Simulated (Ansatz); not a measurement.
# CH4Cl3NSn: one species, many methods

An exercise on one series of results from a longer session: the logs are not shown, and one member is left open.

The runs use Ansatz 0.2.0, Gaussian basis; functionals in def2-TZVPP, the program's frozen cores in correlated methods.

Plan: LDA (SPW92), PBE-D4, revPBE-D4, BLYP-D4, r2SCAN-D4, B97M-V, PBE0-D4, B3LYP-D4, r2SCANh-D4, r2SCAN0-D4, HSE06-D4, BHLYP-D4, CAM-B3LYP-D4, LC-ωPBE, ωB97X-V, ωB97M-V, B2PLYP, PBE-QIDH; CCSD(T)/def2-SVP; MP2/def2-TZVPP; MP2/def2-QZVPP; RPA on PBE.

**The geometry**

An earlier PBE0-D4 in a triple-zeta def2 set relaxation fixed the geometry. Sn takes the def2 core potential; no spin-orbit term is included.

SMILES `C[NH][Sn]([Cl])([Cl])[Cl]`, 10 atoms, charge 0, spin multiplicity 1.

Atoms are counted from 1 here; the program's logs count them from 0.

Bond lengths: C1–N2 1.458 Å, C1–H7 1.096 Å, C1–H8 1.092 Å, C1–H9 1.093 Å, N2–Sn3 1.992 Å, N2–H10 1.012 Å, Sn3–Cl4 2.314 Å, Sn3–Cl5 2.297 Å, Sn3–Cl6 2.298 Å. Angles: N2–C1–H7 114.5°, N2–C1–H8 109.6°, N2–C1–H9 109.0°, H7–C1–H8 108.1°, H7–C1–H9 108.3°, H8–C1–H9 107.0°, C1–N2–Sn3 118.7°, C1–N2–H10 112.2°, Sn3–N2–H10 111.3°, N2–Sn3–Cl4 114.9°, N2–Sn3–Cl5 108.6°, N2–Sn3–Cl6 108.3°, Cl4–Sn3–Cl5 108.2°, Cl4–Sn3–Cl6 106.3°, Cl5–Sn3–Cl6 110.5°.

The first run:

The input, in.yaml:

```yaml
crystal:
  periodic: [false, false, false]
  atoms:
    - {symbol: C, position_ang: [0.304012, -1.015275, 1.134035]}
    - {symbol: N, position_ang: [0.765563, 0.147653, 0.386040]}
    - {symbol: Sn, position_ang: [-0.432827, 0.928790, -1.000474]}
    - {symbol: Cl, position_ang: [-1.182170, -0.568735, -2.597583]}
    - {symbol: Cl, position_ang: [0.692372, 2.619793, -2.073241]}
    - {symbol: Cl, position_ang: [-2.308013, 1.748328, 0.043872]}
    - {symbol: H, position_ang: [0.250121, -1.940810, 0.549119]}
    - {symbol: H, position_ang: [-0.687504, -0.815557, 1.546305]}
    - {symbol: H, position_ang: [0.974594, -1.183051, 1.980959]}
    - {symbol: H, position_ang: [1.707051, 0.027665, 0.033970]}
basis:
  gaussian: {orbitals: def2-TZVPP}
hamiltonian: {xc: lda}
output: {orbitals: {seedname: orbitals}}
```

Command:

```console
> ansatz run in.yaml --threads 4 --pin off --events-out ev --progress --plain --max-ram 11315MiB
```

Steps of the session up to this table: LDA; PBE-D4 (GGA); revPBE-D4 (GGA); BLYP-D4 (GGA); r2SCAN-D4 (meta-GGA); B97M-V (meta-GGA); PBE0-D4 (hybrid); B3LYP-D4 (hybrid); r2SCANh-D4 (hybrid); r2SCAN0-D4 (hybrid); HSE06-D4 (hybrid); BHLYP-D4 (hybrid); CAM-B3LYP-D4 (range-separated); LC-ωPBE (range-separated); ωB97X-V (range-separated); ωB97M-V (range-separated); B2PLYP (double hybrid); PBE-QIDH (double hybrid).

One of the session's tables, all rows but one given; the rest of the session is left out.

It belongs to the step «Frontier levels by functional». 

```
  functional  HOMO (eV)  LUMO (eV)  gap (eV)
 LDA (SPW92)      -6.48      -3.54      2.94
      PBE-D4      -6.33      -3.24      3.10
   revPBE-D4      -6.28      -3.13      3.15
     BLYP-D4      -6.21      -3.17      3.05
   r2SCAN-D4      -6.64      -3.06      3.58
      B97M-V      -6.73      -2.95      3.77
     PBE0-D4      -7.73      -2.33      5.40
    B3LYP-D4      -7.49      -2.62      4.87
  r2SCANh-D4      -7.16      -2.73      4.43
  r2SCAN0-D4          ?          ?         ?
    HSE06-D4      -7.33      -2.70      4.63
    BHLYP-D4      -9.04      -1.32      7.72
CAM-B3LYP-D4      -9.13      -1.31      7.81
     LC-ωPBE     -10.51      -0.06     10.45
     ωB97X-V     -10.15      -0.18      9.97
     ωB97M-V     -10.04      -0.28      9.76
```

**Question.** Estimate the row for r2SCAN0-D4.

Worked estimate for «HOMO (eV)». Against the share of exact exchange, r2SCAN-D4 (0, -6.64), r2SCANh-D4 (0.1, -7.16) give a slope of -5.20 per unit share; at 0.25 the line stands at -7.94.

**Answer.** HOMO (eV): -7.94; LUMO (eV): -2.22; gap (eV): 5.72. In «HOMO (eV)» the line misses by 0.00.
